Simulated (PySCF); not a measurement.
# A workflow on CH2BFS (SMILES FB1CS1)

Aim: a structure relaxation (HF-D3(BJ)/6-311G), then vibrational wavenumbers, then a single-point energy (NEVPT2(2,4)/pc-1), then energy and one-electron properties (CAM-QTP00/6-311G*) of CH2BFS. Input form: a Python script.

The calculation is run with PySCF 2.14.0.

**1. Starting point**

CH2BFS has 6 atoms, charge 0, and is taken as a singlet. SMILES: `FB1CS1`. The shape comes from a force field and isn't a relaxed structure. The run starts from this shape.

Bond lengths: F1–B2 1.486 Å, B2–C3 1.562 Å, B2–S4 1.963 Å, C3–S4 1.629 Å, C3–H5 1.137 Å, C3–H6 1.126 Å. Angles: F1–B2–C3 142.9°, F1–B2–S4 150.8°, C3–B2–S4 53.6°, B2–C3–S4 75.9°, B2–S4–C3 50.5°, B2–C3–H5 113.0°, B2–C3–H6 114.6°, S4–C3–H5 113.1°, S4–C3–H6 116.4°, H5–C3–H6 117.2°.

**2. A geometry optimisation at HF-D3(BJ)/6-311G (density fitting with def2-universal-jkfit, Cartesian functions) (run 1)**

run.py

```python
from pyscf import gto, scf
from pyscf.geomopt.geometric_solver import kernel as optimise

system = gto.M(
    atom='''
F       -0.238300      -2.216200       0.542000
B       -0.232600      -0.900900      -0.149800
C        0.254100       0.576600      -0.012300
S       -1.166900       0.698400      -0.798600
H        1.149800       0.812000      -0.671800
H        0.275900       0.966100       1.044200
''',
    max_memory=1860,
    verbose=3,
    cart=True,
    basis='6-311g',
)

mf = scf.RHF(system)
mf = mf.density_fit(auxbasis='def2-universal-jkfit')
mf.disp = 'd3bj'
converged, mol_eq = optimise(mf, maxsteps=100, convergence_set='GAU_TIGHT')
print('converged:', converged)
print(mol_eq.tostring())

mf.reset(mol_eq)
system = mol_eq
mf.kernel()
etot = mf.e_tot
print('E = %.10f Eh' % etot)
```

On the command line:

```console
$ OMP_NUM_THREADS=1 python run.py
```

Standard output:

```text
convergence_set           GAU_TIGHT
[... 40 lines left out ...]
> Convergence Criteria:
[... 20 lines left out ...]
converged SCF energy = -560.633020956711
[... 45 lines left out ...]
converged SCF energy = -560.717161300583
[... 68 lines left out ...]
converged SCF energy = -560.724736423082
[... 68 lines left out ...]
converged SCF energy = -560.724882867683
[... 68 lines left out ...]
converged SCF energy = -560.724896265483
[... 58 lines left out ...]
Converged! =D
[... 1 line left out ...]
converged: True
F          -0.27033832       -2.08107021        0.30001317
B          -0.31803869       -0.79769548       -0.00969475
C           0.41179689        0.51595656        0.09509248
S          -1.34118628        0.42166054       -0.83371390
H           1.20162553        0.76634929       -0.57751668
H           0.35814086        1.11079930        0.97951967
converged SCF energy = -560.724896270022
E = -560.7248962700 Eh
```

It took 32 s on 1 thread of Intel Xeon at 2.50GHz (Skylake/Cascade Lake), shared host; peak memory 0.2 GiB.

Step by step:

```tsv
step	energy from the first frame kept (eV)	largest force (eV/Å)
0	0.0000	10.2236
1	-1.6716	4.6807
2	-2.2896	2.2960
3	-2.4177	1.0521
4	-2.4731	0.4341
5	-2.4957	0.2061
6	-2.4967	0.1964
7	-2.4989	0.1256
8	-2.4997	0.0657
9	-2.5000	0.0189
10	-2.5001	0.0079
11	-2.5001	0.0013
12	-2.5001	0.0003
13	-2.5001	0.0001
```

After the run. Bond lengths: F1–B2 1.321 Å, B2–C3 1.506 Å, B2–S4 1.792 Å, C3–H5 1.067 Å, C3–H6 1.067 Å. Angles: F1–B2–C3 144.4°, F1–B2–S4 142.1°, C3–B2–S4 73.5°, B2–C3–H5 121.3°, B2–C3–H6 121.3°, H5–C3–H6 115.4°. A long bond or contact: C3–S4 1.986 Å.

**3. Vibrational wavenumbers at HF-D3(BJ)/6-311G (density fitting with def2-universal-jkfit, Cartesian functions) (run 2)**

calc.py

```python
from pyscf import gto, scf, symm
from pyscf.hessian import thermo

mol = gto.Mole()
mol.atom = '''
F      0.323347    -1.731255     0.558123
B      0.275646    -0.447880     0.248415
C      1.005482     0.865772     0.353202
S     -0.747501     0.771476    -0.575604
H      1.795325     1.116158    -0.319433
H      0.951840     1.460608     1.237604
'''
mol.verbose = 3
mol.basis = '6-311g'
mol.charge = 0
mol.cart = True
mol.spin = 0
mol.max_memory = 1860
mol.build()

mf = scf.RHF(mol)
mf = mf.density_fit(auxbasis='def2-universal-jkfit')
mf.disp = 'd3bj'
mf.kernel()

e_tot = mf.e_tot
print(f'total energy: {e_tot:.8f} hartree')
hess = mf.Hessian().kernel()
modes = thermo.harmonic_analysis(mol, hess)
thermo.dump_normal_mode(mol, modes)
symm.geom.TOLERANCE = 1e-3  # for the symmetry number
th = thermo.thermo(mf, modes['freq_au'], 200, 101325)
thermo.dump_thermo(mol, th)
```

On the command line:

```console
$ OMP_NUM_THREADS=1 python calc.py
```

Standard output:

```text
converged SCF energy = -560.72489626911
total energy: -560.72489627 hartree

WARN: DFTD3 does not support analytical Hessian, using finite difference

WARN: Mole.unit (angstrom) is changed to Bohr

[... 66 lines left out ...]
Gibbs free energy [Eh] -560.70571
```

Run time: 32 s. Hardware: 1 thread of Intel Xeon at 2.50GHz (Skylake/Cascade Lake), shared host; peak memory 0.46 GiB.

**4. A single-point energy at NEVPT2(2,4)/pc-1 (run 3)**

input.xyz

```xyz
6

F     -0.270338    -2.081070     0.300013
B     -0.318039    -0.797695    -0.009695
C      0.411797     0.515957     0.095092
S     -1.341186     0.421661    -0.833714
H      1.201626     0.766349    -0.577517
H      0.358141     1.110799     0.979520
```

calc.py

```python
from pyscf import gto, scf, mcscf, mrpt

molecule = gto.Mole()
molecule.atom = 'input.xyz'
molecule.max_memory = 1860
molecule.verbose = 4
molecule.basis = 'pc-1'
molecule.build()

calc0 = scf.RHF(molecule)
calc0.kernel()

cas = mcscf.CASSCF(calc0, 4, 2)
cas.fix_spin_(ss=0.0)
cas.natorb = True
cas.kernel()
e_pt2 = mrpt.NEVPT(cas).kernel()
etot = cas.e_tot + e_pt2
print('E = %.10f Eh' % etot)
```

On the command line:

```console
$ OMP_NUM_THREADS=1 python calc.py
```

Standard output:

```text
PySCF version 2.14.0

[... 62 lines left out ...]
converged SCF energy = -560.66794551659
[... 23 lines left out ...]
sorting_mo_energy = False
[... 42 lines left out ...]
1-step CASSCF converged in  14 macro (250 JK  51 micro) steps
[... 2 lines left out ...]
Natural orbital (expansion on meta-Lowdin AOs) in CAS space
[... 13 lines left out ...]
CASSCF energy = -560.686415397164
[... 6 lines left out ...]
Natural orbital (expansion on meta-Lowdin AOs) in CAS space
[... 21 lines left out ...]
Nevpt2 Energy = -0.506427170705466
E = -561.1928425679 Eh
```

Wall time 25 s (1 thread of Intel Xeon at 2.50GHz (Skylake/Cascade Lake), shared host); peak memory 0.17 GiB.

**5. Energy and one-electron properties at CAM-QTP00/6-311G(d) (SS(V)PE water) (run 4)**

input.py

```python
# FB1CS1
import numpy
from pyscf import gto, scf, dft, lo, solvent

mol = gto.Mole()
mol.atom = [
    ('F', (-0.270338, -2.081070, 0.300013)),
    ('B', (-0.318039, -0.797695, -0.009695)),
    ('C', (0.411797, 0.515957, 0.095092)),
    ('S', (-1.341186, 0.421661, -0.833714)),
    ('H', (1.201626, 0.766349, -0.577517)),
    ('H', (0.358141, 1.110799, 0.979520)),
]
mol.basis = '6-311g*'
mol.max_memory = 1860
mol.charge = 0
mol.spin = 0
mol.verbose = 4
mol.build()

mf = dft.RKS(mol, xc='hyb_gga_xc_cam_qtp_00')
mf = mf.PCM()
mf.with_solvent.method = 'SS(V)PE'
mf.with_solvent.eps = 78.3553
mf.kernel()

etot = mf.e_tot
print('E = %.10f Eh' % etot)
dip = mf.dip_moment()
pop, q = mf.mulliken_pop()
quad = mf.quad_moment()
occ = mf.mo_coeff[:, mf.mo_occ > 0]
iaos = lo.vec_lowdin(lo.iao.iao(mol, occ), mf.get_ovlp())
c = iaos.T @ mf.get_ovlp() @ occ
pop_iao, q_iao = scf.hf.mulliken_pop(lo.iao.reference_mol(mol), (c * mf.mo_occ[mf.mo_occ > 0]) @ c.T, numpy.eye(c.shape[0]), verbose=0)
print('IAO charges', numpy.round(q_iao, 4))
```

On the command line:

```console
$ OMP_NUM_THREADS=1 python input.py
```

Standard output:

```text
PySCF version 2.14.0

[... 59 lines left out ...]
Solvent Energy = -0.00018582397370893
[... 7 lines left out ...]
Solvent Energy = -0.00311243100238123
[... 7 lines left out ...]
Solvent Energy = -0.00515999304453615
[... 7 lines left out ...]
Solvent Energy = -0.00506746370648085
[... 7 lines left out ...]
Solvent Energy = -0.0050666577293441
[... 7 lines left out ...]
Solvent Energy = -0.00506809833110853
[... 7 lines left out ...]
Solvent Energy = -0.00506821262526224
[... 3 lines left out ...]
Dipole moment(X, Y, Z, Debye):  2.09887,  0.73315,  0.97426
[... 96 lines left out ...]
IAO charges [-0.3161  0.4713 -0.4331 -0.117   0.1975  0.1975]
```

Wall time 57 s (1 thread of Intel Xeon at 2.50GHz (Skylake/Cascade Lake), shared host); peak memory 0.47 GiB.

Atomic charges (e):

```tsv
atom	Mulliken	IAO
F1	-0.203	-0.316
B2	+0.459	+0.471
C3	-0.697	-0.433
S4	-0.155	-0.117
H5	+0.297	+0.198
H6	+0.297	+0.198
```

**6. Results**

```
                                                                       quantity             value
                               run 1, HF-D3(BJ)/6-311G: total energy at the end     -560.72490 Eh
                                         run 1, HF-D3(BJ)/6-311G: dipole moment            2.26 D
                                           run 1, HF-D3(BJ)/6-311G: HOMO energy         -10.54 eV
                                           run 1, HF-D3(BJ)/6-311G: LUMO energy           2.72 eV
                                         run 1, HF-D3(BJ)/6-311G: HOMO–LUMO gap          13.26 eV
                                     run 1, HF-D3(BJ)/6-311G: dispersion energy     -94.15 kJ/mol
                            run 2, HF-D3(BJ)/6-311G: lowest harmonic wavenumber          361 cm⁻¹
                           run 2, HF-D3(BJ)/6-311G: highest harmonic wavenumber         3418 cm⁻¹
                                     run 2, HF-D3(BJ)/6-311G: zero-point energy       94.7 kJ/mol
run 2, HF-D3(BJ)/6-311G: ideal-gas entropy at 200 K (symmetry number 1 as used)  62.1 cal/(mol K)
                                          run 3, NEVPT2(2,4)/pc-1: total energy     -561.19284 Eh
                  run 3, NEVPT2(2,4)/pc-1: dipole moment (Hartree–Fock density)            2.03 D
                   run 3, NEVPT2(2,4)/pc-1: HOMO energy (Hartree–Fock orbitals)         -10.40 eV
                   run 3, NEVPT2(2,4)/pc-1: LUMO energy (Hartree–Fock orbitals)           3.01 eV
                 run 3, NEVPT2(2,4)/pc-1: HOMO–LUMO gap (Hartree–Fock orbitals)          13.41 eV
                                         run 4, CAM-QTP00/6-311G*: total energy     -562.28162 Eh
                                        run 4, CAM-QTP00/6-311G*: dipole moment            2.43 D
                                          run 4, CAM-QTP00/6-311G*: HOMO energy         -10.24 eV
                                          run 4, CAM-QTP00/6-311G*: LUMO energy           1.53 eV
                                        run 4, CAM-QTP00/6-311G*: HOMO–LUMO gap          11.78 eV
                           run 4, CAM-QTP00/6-311G*: solvent term in the energy      -13.3 kJ/mol
```

In words: The optimisation (run 1, HF-D3(BJ)/6-311G) took 13 steps and changed the energy by -2.500 eV. Mulliken charges (run 1, HF-D3(BJ)/6-311G) run from -0.72 on C3 to +0.79 on B2. All 12 modes (run 2, HF-D3(BJ)/6-311G) are real, so the shape is a minimum at this level. Mulliken charges (run 2, HF-D3(BJ)/6-311G) run from -0.72 on C3 to +0.79 on B2.
